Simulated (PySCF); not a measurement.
# C6H7F: magnetic properties

Programs: PySCF 2.14.0, with routines of our own; each step states its level. All values are computed. Atoms count from 0.

## 1. The system as given

14 atoms, charge 0, multiplicity 1; geometry from: GFN2-xTB.

## 2. Magnetic properties: GIAO PBE0/pcSseg-1

What the job is given:

```
{"job": {"kind": "mag", "xc": "PBE0", "basis": "pcSseg-1", "isotopologues": 2}, "charge": 0, "multiplicity": 1}
C      0.327455    -2.412541     0.158350
C      0.880462    -1.219699     0.058636
C      0.495862    -0.037216     0.905108
C     -0.082870     1.015260     0.050710
C     -0.001145     2.043469    -0.731054
F      0.710961     2.991537    -1.318147
C     -1.380465     1.505311    -0.592341
H      0.627481    -3.232909    -0.470847
H     -0.445746    -2.623476     0.878971
H      1.650632    -1.025085    -0.675370
H      1.385629     0.356880     1.405374
H     -0.235081    -0.339907     1.657383
H     -1.825061     0.943996    -1.407584
H     -2.108791     2.033907     0.013841
```

With the program's defaults for keys left out, this is: GIAO PBE0/pcSseg-1 magnetisability, rotational g tensor and spin-rotation constants, non-relativistic, gas phase.

The run is started by

```bash
$ OMP_NUM_THREADS=1 python excited_run.py task.json out
```

The driver reads the jobs from task.json and runs them one after another.

Q: Estimate the wall time and peak memory of this first job on 1 thread of Arm Neoverse V2, shared host.

About 14 s, with a peak of 0.8 GiB.
